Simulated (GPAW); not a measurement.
# KFeAs2 (I-4m2) in GPAW: equation of state

How stiff is KFeAs2 in PBE, and what volume does it want? The cell is scaled to several volumes.

Everything below comes from runs of GPAW 26.7.0. Logs are shortened: lines on timing, memory, paths and dates and some standing lists are left out, and cuts for length are marked. The log counts tension as positive stress, the text compression.

## Step 1: The crystal as given

It takes space group I-4m2 (No. 119, tetragonal). Conventional cell: a = 3.961 Å, b = 3.961 Å, c = 12.766 Å, α = 90.00°, β = 90.00°, γ = 90.00°. As (site symmetry 2mm) is surrounded by 2 Fe at 2.23 Å. Fe (site symmetry -4m2) has 4 As at 2.23 Å as nearest neighbours. K (site symmetry -4m2) has 8 As at 3.54 Å and 4 Fe at 3.76 Å and 4 K at 3.96 Å as nearest neighbours.

The cell comes from a database or a generator and needn't be the stable form of this composition.

## Step 2: Equation of state, PBE, collinear spin, ferromagnetic start

run.py reads:

```python
from ase import Atoms
from ase.eos import EquationOfState
from ase.io import Trajectory
from ase.units import GPa
from gpaw import GPAW, PW

atoms = Atoms(['As', 'As', 'Fe', 'K'],
              cell=[[-1.980368, 1.980368, 6.383019],
                    [1.980368, -1.980368, 6.383019],
                    [1.980368, 1.980368, -6.383019]],
              scaled_positions=[[0.330738, 0.330738, 0.0],
                                [0.669262, 0.669262, 0.0],
                                [0.25, 0.75, 0.5],
                                [0.0, 0.0, 0.0]],
              pbc=True)
atoms.set_initial_magnetic_moments([0.0, 0.0, 3.0, 0.0])

traj = Trajectory('eos.traj', 'w')
volumes, energies = [], []
for x in [0.94, 0.96, 0.98, 1.0, 1.02, 1.04, 1.06]:
    a = atoms.copy()
    a.set_cell(atoms.cell * x**(1 / 3), scale_atoms=True)
    calc = GPAW(mode=PW(600),
                xc='PBE',
                kpts={'size': (9, 9, 9), 'gamma': True},
                occupations={'name': 'fermi-dirac', 'width': 0.05},
                nbands=27,
                convergence={'density': 1e-05, 'energy': 1e-05},
                maxiter=150,
                txt=f'eos-{x:.2f}.txt')
    a.calc = calc
    energies.append(a.get_potential_energy(force_consistent=True))
    volumes.append(a.get_volume())
    p = -a.get_stress()[:3].mean() / GPa
    calc.write(f'eos-{x:.2f}.gpw')
    traj.write(a)
    print(f'{x:.2f} {volumes[-1]:10.4f} A^3 {energies[-1]:14.6f} eV {p:9.3f} GPa', flush=True)

v0, e0, B = EquationOfState(volumes, energies, eos='birchmurnaghan').fit()
print(f'V0 = {v0:.4f} A^3, E0 = {e0:.6f} eV, B0 = {B / GPa:.2f} GPa')
```

Potentials or basis: GPAW PAW data sets (gpaw-data 1.2.1), pw.

Launch:

```
OMP_NUM_THREADS=1 python run.py
```

The log of the run:

```text
__  _  _
 | _ |_)|_||  |
 |__||  | ||/\| - 26.7.0

Input parameters:
  mode=PW(ecut=600.0),
  convergence={'density': 1e-05, 'energy': 1e-05},
  kpts=MonkhorstPack(size=(9, 9, 9), gamma=True),
  maxiter=150,
  nbands=27,
  occupations=Occupations(name='fermi-dirac', width=0.05),
  xc=XC(name='PBE')

Diagonalizing LCAO Hamiltonian
Converting LCAO to pw mode

       As

       As
            Fe

       K

Atoms  # Å, Bohr magnetons
|   | symbol |        x |         y |        z |    initial magnetic moments |
|---|--------|----------|-----------|----------|-----------------------------|
| 0 |     As | 0.000000 | -0.000000 | 4.136022 | ( 0.0000,  0.0000,  0.0000) |
| 1 |     As | 0.000000 | -0.000000 | 8.369411 | ( 0.0000,  0.0000,  0.0000) |
| 2 |     Fe | 1.939941 |  0.000000 | 3.126358 | ( 0.0000,  0.0000,  3.0000) |
| 3 |      K | 0.000000 |  0.000000 | 0.000000 | ( 0.0000,  0.0000,  0.0000) |

Unit cell  # Å
| periodic |         x |         y |         z |  lengths |     angles |
|----------|-----------|-----------|-----------|----------|------------|
|      yes | -1.939941 |  1.939941 |  6.252717 | 6.828119 | 146.988615 |
|      yes |  1.939941 | -1.939941 |  6.252717 | 6.828119 | 146.988615 |
|      yes |  1.939941 |  1.939941 | -6.252717 | 6.828119 |  47.380639 |

Number of symmetries: 8
Symmetry operations  # r_c * U_cc + t_c -> r_c
|   | kind |            matrix            |
|---|------|------------------------------|
| 0 |  σ   |  1, 1, 1,  0, 0,-1,  0,-1, 0 |
| 1 |  E   |  1, 0, 0,  0, 1, 0,  0, 0, 1 |
| 2 |  C2  |  0, 1, 0,  1, 0, 0, -1,-1,-1 |
| 3 |  S4  |  0, 0, 1, -1,-1,-1,  0, 1, 0 |
| 4 |  σ   |  0, 0,-1,  1, 1, 1, -1, 0, 0 |
| 5 |  C2  |  0,-1, 0, -1, 0, 0,  0, 0,-1 |
| 6 |  C2  | -1, 0, 0,  0,-1, 0,  1, 1, 1 |
| 7 |  S4  | -1,-1,-1,  0, 0, 1,  1, 0, 0 |

BZ-sampling:
  Number of BZ points: 729
  Number of IBZ points: 75

  Monkhorst-Pack size: [9, 9, 9]
  Monkhorst-Pack shift: [0, 0, 0]

K-points  # in reciprocal-cell coordinates
|     |                                coordinates |     weight |
|-----|--------------------------------------------|------------|
|   0 | (  0.00000000,   0.00000000,   0.00000000) | 0.00137174 |
|   1 | (  0.11111111,  -0.11111111,   0.00000000) | 0.00548697 |
|   2 | (  0.11111111,  -0.11111111,   0.11111111) | 0.00548697 |
|   3 | (  0.11111111,   0.00000000,   0.00000000) | 0.01097394 |
|   4 | (  0.11111111,   0.11111111,  -0.11111111) | 0.00274348 |
|   5 | (  0.22222222,  -0.22222222,   0.00000000) | 0.00548697 |
|   6 | (  0.22222222,  -0.22222222,   0.11111111) | 0.01097394 |
|   7 | (  0.22222222,  -0.22222222,   0.22222222) | 0.00548697 |
|   8 | (  0.22222222,  -0.11111111,   0.00000000) | 0.02194787 |
|   9 | (  0.22222222,  -0.11111111,   0.11111111) | 0.01097394 |
| ... |                                            |            |
|  74 | (  0.44444444,   0.44444444,   0.44444444) | 0.01097394 |

Plane wave coefficients: 3177
Cutoff: 600.0 eV

[... 93 lines left out ...]

Reference energy: -174007.655019  # eV

eigensolver:
  PPCG
  Converge bands: occupied
  niter=2

density mixing:
  MSR1-Mixer
  Pratt-step length: 0.05
  Maximum mixing coefficient: 0.75
  Old densities: 10
  SVD Regularization: 0.005
  Good broyden scale: 1.0
  Trust region scale: 1.0
  Backstep threshold: 4.0
  History deletion threshold: 6.0
  Fourier metric: weight=20.0, sigma=0.015

occupation numbers:
  Fermi-Dirac:
    width: 0.0500  # eV

poisson solver:
  ecut: 4800.0  # eV

xc functional:
  name: PBE with 2 nearest neighbor stencil

convergence criteria:
- Maximum integral of absolute [dens]ity change: 1e-05 electrons / valence electron
- Maximum [total energy] change in last 3 cyles: 1e-05 eV / valence electron
- Maximum integral of absolute [eigenst]ate change: 4e-08 eV^2 / valence electron
maximum number of iterations: 150

SCF iterations
|iter     | |      energy | eigst |  dens |  magmom |
|---------|-|-------------|-------|-------|---------|
|iter:   1| |  -20.913342 | +0.08 |       |  +3.0115|
|iter:   2| |  -19.805500 | -1.60 | -0.70 |  +2.9149|
|iter:   3| |  -19.543413 | -2.25 | -0.88 |  +2.6979|
|iter:   4| |  -19.547010 | -2.12 | -1.06 |  +2.3244|
|iter:   5| |  -19.589912 | -2.30 | -1.10 |  +1.7787|
|iter:   6| |  -19.672129 | -2.65 | -1.52 |  +1.2924|
|iter:   7| |  -19.696216 | -2.75 | -1.59 |  +0.9782|
|iter:   8| |  -19.725136 | -2.83 | -1.79 |  +0.5335|
|iter:   9| |  -19.738189 | -3.32 | -1.77 |  +0.5891|
|iter:  10| |  -19.740538 | -3.63 | -2.22 |  +0.4961|
|iter:  11| |  -19.740515 | -4.78 | -2.58 |  +0.4979|
|iter:  12| |  -19.740593c| -5.56 | -2.99 |  +0.5077|
|iter:  13| |  -19.740520c| -5.49 | -3.33 |  +0.5039|
|iter:  14| |  -19.740459c| -6.10 | -3.65 |  +0.5001|
|iter:  15| |  -19.740438c| -7.14 | -4.10 |  +0.4981|
|iter:  16| |  -19.740436c| -7.68c| -4.40 |  +0.4972|
|iter:  17| |  -19.740434c| -8.19c| -4.87 |  +0.4970|
|iter:  18| |  -19.740431c| -8.34c| -5.12c|  +0.4967|

Converged in 18 steps
Energy contributions relative to reference atoms: (reference = -174007.655019)

Energy contributions:
  Kinetic:          36.059942
  Coulomb:         -31.514382
  Zero:             -0.588938
  External:          0.000000
  Xc:              -23.684793
  Entropy:          -0.024520
  Spinorbit:         0.000000
  ----------------------------
  Free energy:     -19.752692
  Extrapolated:    -19.740431

dipole moment: (-18.393720, -21.454815, 18.649705)  # |e|*Ang

Total magnetic moment: (0.000000, 0.000000, 0.496737)

Local magnetic moments
|        x |        y |         z |
|----------|----------|-----------|
| 0.000000 | 0.000000 | -0.010251 |  # As   0
| 0.000000 | 0.000000 | -0.010251 |  # As   1
| 0.000000 | 0.000000 |  0.477582 |  # Fe   2
| 0.000000 | 0.000000 | -0.000249 |  # K    3

Fermi level: 4.978
Eigenvalues  # (at kpt = [0.000, 0.000, 0.000])
| band index |      eig [eV] | occ [0-1] |      eig [eV] | occ [0-1] |
|------------|---------------|-----------|---------------|-----------|
|          0 |       -25.501 |     1.000 |       -25.501 |     1.000 |
|        ... |               |           |               |           |
|          6 |         1.223 |     1.000 |         1.364 |     1.000 |
|          7 |         1.928 |     1.000 |         2.092 |     1.000 |
|          8 |         2.041 |     1.000 |         2.229 |     1.000 |
|          9 |         2.041 |     1.000 |         2.229 |     1.000 |
|         10 |         3.540 |     1.000 |         3.945 |     1.000 |
|         11 |         4.086 |     1.000 |         4.141 |     1.000 |
|         12 |         4.086 |     1.000 |         4.141 |     1.000 |
|         13 |         4.485 |     1.000 |         5.022 |     0.293 |
|         14 |         7.962 |     0.000 |         8.108 |     0.000 |
|         15 |         7.962 |     0.000 |         8.108 |     0.000 |
|         16 |         8.070 |     0.000 |         8.260 |     0.000 |
|         17 |         8.923 |     0.000 |         8.954 |     0.000 |
|         18 |         8.954 |     0.000 |         8.972 |     0.000 |
|         19 |        10.510 |     0.000 |        10.546 |     0.000 |
|         20 |        10.737 |     0.000 |        10.815 |     0.000 |
|        ... |               |           |               |           |
|         26 |        15.536 |     0.000 |        15.559 |     0.000 |

No gap
No difference between direct/indirect transitions

Stress tensor  # eV/Ang^3
|         x |         y |         z |
|-----------|-----------|-----------|
| -0.032422 | -0.000000 |  0.000000 |
| -0.000000 | -0.032422 | -0.000000 |
|  0.000000 | -0.000000 | -0.021123 |

# Writing to eos-0.94.gpw (mode='')
```

stdout:

```text
<dir> UserWarning: The angles between your unit-cell vectors are 147.0, 147.0 and 47.4 degrees.  Results may be wrong!  Please Niggli-reduce your unit-cell so that the angles are closer to 90 degrees:

  from ase.build import niggli_reduce
  niggli_reduce(atoms)

  warnings.warn(
0.94    94.1252 A^3     -19.752692 eV     4.591 GPa
0.96    96.1278 A^3     -19.801246 eV     3.135 GPa
0.98    98.1305 A^3     -19.832498 eV     1.823 GPa
1.00   100.1332 A^3     -19.848199 eV     0.643 GPa
1.02   102.1358 A^3     -19.849899 eV    -0.415 GPa
1.04   104.1385 A^3     -19.839057 eV    -1.360 GPa
1.06   106.1412 A^3     -19.817018 eV    -2.193 GPa
V0 = 101.3877 A^3, E0 = -19.850794 eV, B0 = 52.80 GPa
```

eos-0.96.txt:

```text
SCF iterations
|iter     | |      energy | eigst |  dens |  magmom |
|---------|-|-------------|-------|-------|---------|
|iter:   1| |  -20.955983 | +0.07 |       |  +3.0115|
|iter:   2| |  -19.860526 | -1.60 | -0.71 |  +2.9160|
|iter:   3| |  -19.617827 | -2.30 | -0.89 |  +2.7149|
|iter:   4| |  -19.607351 | -2.14 | -1.06 |  +2.3683|
[... 63 lines left out ...]
|        ... |               |           |               |           |
|         26 |        15.211 |     0.000 |        15.231 |     0.000 |

No gap
No difference between direct/indirect transitions

Stress tensor  # eV/Ang^3
|         x |         y |         z |
|-----------|-----------|-----------|
| -0.022252 | -0.000000 |  0.000000 |
| -0.000000 | -0.022252 |  0.000000 |
|  0.000000 |  0.000000 | -0.014202 |

# Writing to eos-0.96.gpw (mode='')
```

It took 63 min on 1 thread of AMD EPYC 7B13 (Zen 3), shared host; peak memory 1 GiB.

What came out:

```
Equilibrium volume                        : 25.35 Å³/atom
Bulk modulus at fixed shape and positions : 53 GPa
Pressure derivative of the bulk modulus   : 4.5
```

Energy against volume, from the lowest point:
```tsv
volume (Å³/atom)	energy (meV/atom)
23.531	24.30
24.032	12.16
24.533	4.35
25.033	0.42
25.534	0.00
26.035	2.71
26.535	8.22
```

Caveat: the cell was scaled at fixed shape and fractional positions, which overstates the stiffness of a crystal with free parameters, most of all of layers and chains; the program warned that so skewed a cell can give wrong results.
